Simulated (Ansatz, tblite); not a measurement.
# C50H32N10: a ladder of methods and basis sets

Aim: run the singlet of C50H32N10 at one geometry on many levels, and compare frontier levels, spin and run time.

Computed with Ansatz 0.2.0, Gaussian basis. Level: as each input shows.

Plan: GFN1-xTB, GFN2-xTB, PBE-D4/def2-TZVP, r2SCAN-D4/def2-TZVP, PBE-D4/def2-SVP, PBE0-D4/def2-SVP.

1 further run of the same task is left out (set aside as unsound or not needed).

**1. The structure**

The geometry is that of the singlet, from an earlier relaxation (PBE-D4/def2-SVP).

SMILES `c1ccc(-c2ccc(-c3ccc(-c4ccc(-c5ccc(-c6ccc(-c7ccc(-c8ccc(-c9ccc(-c%10cccnc%10)nc9)nc8)nc7)nc6)nc5)nc4)nc3)nc2)nc1`, 92 atoms, charge 0, spin multiplicity 1.

Bond lengths: C1–C2 1.402 Å, C1–C60 1.405 Å, C1–H61 1.100 Å, C2–C3 1.399 Å, C2–H62 1.101 Å, C3–C4 1.414 Å, C3–H63 1.099 Å, C4–C5 1.484 Å, C4–N59 1.352 Å, C5–C6 1.410 Å, C5–C58 1.417 Å, C6–C7 1.396 Å, C6–H64 1.100 Å, C7–C8 1.414 Å, C7–H65 1.099 Å, C8–C9 1.481 Å, C8–N57 1.353 Å, C9–C10 1.412 Å and more. Angles: C2–C1–C60 117.8°, C2–C1–H61 121.6°, C60–C1–H61 120.7°, C1–C2–C3 119.0°, C1–C2–H62 120.7°, C3–C2–H62 120.2°, C2–C3–C4 119.2°, C2–C3–H63 119.8°, C4–C3–H63 121.0°, C3–C4–C5 122.3°, C3–C4–N59 121.3°, C5–C4–N59 116.3°, C4–C5–C6 123.9°, C4–C5–C58 119.9°, C6–C5–C58 116.2°, C5–C6–C7 119.9°, C5–C6–H64 121.0°, C7–C6–H64 119.1° and more.

PBE0-D4/def2-TZVP was run before; its log isn't repeated, and its numbers join the tables.

**2. GFN1-xTB**

Tight binding, by tblite at 300 K electronic temperature and without a spin-polarisation term:

```python
tblite.interface.Calculator('GFN1-xTB', numbers, positions, charge=0, uhf=0).singlepoint()
```

Energy -4210.0817 eV, HOMO -11.15 eV, LUMO -9.05 eV; 0.62 s.

**3. GFN2-xTB**

Tight binding, by tblite at 300 K electronic temperature and without a spin-polarisation term:

```python
tblite.interface.Calculator('GFN2-xTB', numbers, positions, charge=0, uhf=0).singlepoint()
```

Energy -4151.2403 eV, HOMO -9.90 eV, LUMO -8.26 eV; 0.56 s.

**4. PBE-D4/def2-TZVP**

start.molden holds the orbitals of an earlier run on this state, given as this run's starting guess.

File in.yaml:

```yaml
crystal:
  periodic: [false, false, false]
  atoms:
    - {symbol: C, position_ang: [20.285752, -0.316299, 1.123696]}
    - {symbol: C, position_ang: [19.571091, -1.078501, 2.058286]}
    - {symbol: C, position_ang: [18.174453, -1.113237, 1.980641]}
    - {symbol: C, position_ang: [17.520950, -0.377871, 0.964432]}
    - {symbol: C, position_ang: [16.044393, -0.365256, 0.818393]}
    - {symbol: C, position_ang: [15.160261, -0.986658, 1.723622]}
    - {symbol: C, position_ang: [13.783369, -0.927727, 1.503310]}
    - {symbol: C, position_ang: [13.291385, -0.239987, 0.370408]}
    - {symbol: C, position_ang: [11.847072, -0.136261, 0.060754]}
    - {symbol: C, position_ang: [11.423590, 0.460458, -1.146578]}
    - {symbol: C, position_ang: [10.064472, 0.539172, -1.440698]}
    - {symbol: C, position_ang: [9.123008, 0.014985, -0.523416]}
    - {symbol: C, position_ang: [7.665594, 0.038834, -0.779167]}
    - {symbol: C, position_ang: [7.098113, 0.396845, -2.019610]}
    - {symbol: C, position_ang: [5.712370, 0.383144, -2.178431]}
    - {symbol: C, position_ang: [4.892424, 0.005330, -1.090062]}
    - {symbol: C, position_ang: [3.416793, -0.040035, -1.190010]}
    - {symbol: C, position_ang: [2.713284, 0.055256, -2.408403]}
    - {symbol: C, position_ang: [1.319055, 0.010280, -2.410259]}
    - {symbol: C, position_ang: [0.627449, -0.131502, -1.185110]}
    - {symbol: C, position_ang: [-0.849855, -0.173272, -1.110633]}
    - {symbol: C, position_ang: [-1.687651, -0.286162, -2.239387]}
    - {symbol: C, position_ang: [-3.073260, -0.294892, -2.078789]}
    - {symbol: C, position_ang: [-3.621921, -0.188938, -0.779867]}
    - {symbol: C, position_ang: [-5.080699, -0.164476, -0.528954]}
    - {symbol: C, position_ang: [-5.574083, 0.053301, 0.776053]}
    - {symbol: C, position_ang: [-6.948436, 0.101194, 0.999055]}
    - {symbol: C, position_ang: [-7.835935, -0.069311, -0.090179]}
    - {symbol: C, position_ang: [-9.308007, -0.003663, 0.053924]}
    - {symbol: C, position_ang: [-10.141171, -0.181506, -1.072143]}
    - {symbol: C, position_ang: [-11.524702, -0.103674, -0.931997]}
    - {symbol: C, position_ang: [-12.080741, 0.153964, 0.343649]}
    - {symbol: C, position_ang: [-13.538964, 0.263530, 0.575777]}
    - {symbol: C, position_ang: [-14.034441, 0.583709, 1.858384]}
    - {symbol: C, position_ang: [-15.407838, 0.694455, 2.064882]}
    - {symbol: C, position_ang: [-16.293138, 0.484830, 0.981410]}
    - {symbol: C, position_ang: [-17.767540, 0.594411, 1.113273]}
    - {symbol: C, position_ang: [-18.596473, 0.323085, 0.003004]}
    - {symbol: C, position_ang: [-19.982351, 0.430456, 0.141421]}
    - {symbol: C, position_ang: [-20.506286, 0.807547, 1.389809]}
    - {symbol: N, position_ang: [-19.739993, 1.074311, 2.459427]}
    - {symbol: C, position_ang: [-18.412745, 0.968969, 2.315210]}
    - {symbol: N, position_ang: [-15.823122, 0.167963, -0.246360]}
    - {symbol: C, position_ang: [-14.508260, 0.062491, -0.434908]}
    - {symbol: N, position_ang: [-11.286583, 0.322619, 1.425813]}
    - {symbol: C, position_ang: [-9.964168, 0.245883, 1.282632]}
    - {symbol: N, position_ang: [-7.367243, -0.297864, -1.338730]}
    - {symbol: C, position_ang: [-6.051773, -0.344197, -1.542352]}
    - {symbol: N, position_ang: [-2.822396, -0.089414, 0.307845]}
    - {symbol: C, position_ang: [-1.500429, -0.087253, 0.146332]}
    - {symbol: N, position_ang: [1.297229, -0.220817, -0.012281]}
    - {symbol: C, position_ang: [2.628399, -0.181614, -0.019675]}
    - {symbol: N, position_ang: [5.430394, -0.326323, 0.106817]}
    - {symbol: C, position_ang: [6.754458, -0.311536, 0.249554]}
    - {symbol: N, position_ang: [9.522744, -0.533577, 0.646616]}
    - {symbol: C, position_ang: [10.824607, -0.601376, 0.921266]}
    - {symbol: N, position_ang: [14.135803, 0.356462, -0.502991]}
    - {symbol: C, position_ang: [15.448174, 0.296139, -0.284166]}
    - {symbol: N, position_ang: [18.218603, 0.351447, 0.064290]}
    - {symbol: C, position_ang: [19.551801, 0.377090, 0.146070]}
    - {symbol: H, position_ang: [21.383963, -0.259500, 1.146341]}
    - {symbol: H, position_ang: [20.096699, -1.645103, 2.842129]}
    - {symbol: H, position_ang: [17.602100, -1.713445, 2.701633]}
    - {symbol: H, position_ang: [15.537524, -1.518662, 2.609200]}
    - {symbol: H, position_ang: [13.098926, -1.420994, 2.206842]}
    - {symbol: H, position_ang: [12.193160, 0.853738, -1.826258]}
    - {symbol: H, position_ang: [9.737473, 1.014031, -2.376392]}
    - {symbol: H, position_ang: [7.734407, 0.678921, -2.871271]}
    - {symbol: H, position_ang: [5.273321, 0.673382, -3.143100]}
    - {symbol: H, position_ang: [3.249192, 0.154116, -3.363958]}
    - {symbol: H, position_ang: [0.774435, 0.094258, -3.360974]}
    - {symbol: H, position_ang: [-1.264345, -0.377121, -3.250537]}
    - {symbol: H, position_ang: [-3.721886, -0.378350, -2.961388]}
    - {symbol: H, position_ang: [-4.845583, 0.183468, 1.589322]}
    - {symbol: H, position_ang: [-7.328391, 0.274998, 2.015355]}
    - {symbol: H, position_ang: [-9.663650, -0.376523, -2.043001]}
    - {symbol: H, position_ang: [-12.168729, -0.236520, -1.812206]}
    - {symbol: H, position_ang: [-13.309053, 0.737973, 2.670012]}
    - {symbol: H, position_ang: [-15.788993, 0.941898, 3.065135]}
    - {symbol: H, position_ang: [-18.116671, 0.033329, -0.943078]}
    - {symbol: H, position_ang: [-20.654870, 0.224314, -0.705131]}
    - {symbol: H, position_ang: [-21.598345, 0.899131, 1.532370]}
    - {symbol: H, position_ang: [-17.819608, 1.201533, 3.217166]}
    - {symbol: H, position_ang: [-14.199034, -0.204021, -1.460934]}
    - {symbol: H, position_ang: [-9.380402, 0.395357, 2.207885]}
    - {symbol: H, position_ang: [-5.742262, -0.542881, -2.583700]}
    - {symbol: H, position_ang: [-0.874059, -0.007685, 1.050395]}
    - {symbol: H, position_ang: [3.147808, -0.261669, 0.949787]}
    - {symbol: H, position_ang: [7.165009, -0.591584, 1.233939]}
    - {symbol: H, position_ang: [11.078287, -1.051758, 1.897136]}
    - {symbol: H, position_ang: [16.111378, 0.792850, -1.011543]}
    - {symbol: H, position_ang: [20.075293, 0.987559, -0.612060]}
basis:
  gaussian: {orbitals: def2-TZVP, fitting: {mean_field: def2-universal-jkfit}, initial_orbitals: start.molden}
hamiltonian: {xc: pbe, dispersion: d4}
scf: {omitted_lower_state_checks: [starts]}
output: {orbitals: {seedname: orbitals}}
```

Command:

```
> ansatz run in.yaml --threads 11 --pin off --events-out ev --progress --plain --max-ram 174080MiB --backend cuda --devices 0, --max-vram 75GiB
```

Further steps of the session: r2SCAN-D4/def2-TZVP; PBE-D4/def2-SVP; PBE0-D4/def2-SVP.

**Question.** What will the summary of the whole plan be? Wanted: gap in def2-TZVP, named functionals, smallest and largest; binding an atom, functionals in def2-TZVP; PBE0 total energy, smallest basis above largest.

The runs gave:

| quantity | value |
| --- | --- |
| gap in def2-TZVP, named functionals, smallest and largest | 2.07 eV (PBE-D4), 3.45 eV (PBE0-D4) |
| binding an atom, functionals in def2-TZVP | 5.39 (r2SCAN-D4) to 5.62 eV (PBE-D4) |
| PBE0 total energy, smallest basis above largest | 70.04 eV (def2-SVP, def2-TZVP) |

What this shows: Over the named functionals in def2-TZVP the gap runs from 2.07 eV (PBE-D4) to 3.45 eV (PBE0-D4); exact exchange widens it.
